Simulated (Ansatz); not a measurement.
# NiRh: the cost of one run

Computed with Ansatz 0.2.0 (DFT PBEsol, with the methods named in each step, unless a step's input says otherwise).

### 1 The structure to begin with

It takes space group R-3m (No. 166, trigonal). The conventional cell has a = 2.628 Å, b = 2.628 Å, c = 12.335 Å, α = 90.00°, β = 90.00°, γ = 120.00°. Ni (site symmetry -3m) is surrounded by 6 Rh at 2.56 Å and 6 Ni at 2.63 Å. Rh (site symmetry -3m) has 6 Ni at 2.56 Å and 6 Rh at 2.63 Å in its first shell of neighbours.

Structure file:

```
CELL_PARAMETERS angstrom
1.31413 0.75871 4.11171
-1.31413 0.75871 4.11171
0.00000 -1.51742 4.11171
ATOMIC_POSITIONS crystal
Ni 0.00000 0.00000 0.00000
Rh 0.50000 0.50000 0.50000
```

Atoms are numbered in the order of the input: Ni1, Rh2.

### 2 Spiral at q = 0, LAPW

File input.yaml:

```yaml
crystal:
  lattice:
    - [1.31412834, 0.7587123509, 4.1117064147]
    - [-1.31412834, 0.7587123509, 4.1117064147]
    - [0.0, -1.5174247017, 4.1117064147]
  atoms:
    - { symbol: Ni, position: [0.0, 0.0, 0.0], spin: 0.7, spin_axis: [1.0, 0.0, 0.0] }
    - { symbol: Rh, position: [0.5, 0.5, 0.5], spin: 0.3, spin_axis: [1.0, 0.0, 0.0] }
magnetization:
  noncollinear: true
  spin_spiral: { q: [0.0, 0.0, 0.0] }
kpoints:
  mp_grid: { grid: [12, 12, 12] }
scf:
  occupations: { method: fermi_dirac, width: 0.05 }
  lower_state_search: "off"
hamiltonian:
  xc: pbesol
  pseudopotentials: { kind: all_electron, lapw: { basis_error: 0.001 } }
output:
  eigenvalues: false
```

The run is started by

```sh
$ ansatz run input.yaml --threads 2 --pin off --max-ram 5120MiB --backend cpu --events-out ev --progress --plain --runs-dir out
```

Q: Estimate wall time and peak memory on 2 threads of Intel Xeon 6975P-C (Granite Rapids), shared host.

About 5.6 min, with a peak of 1.6 GiB.
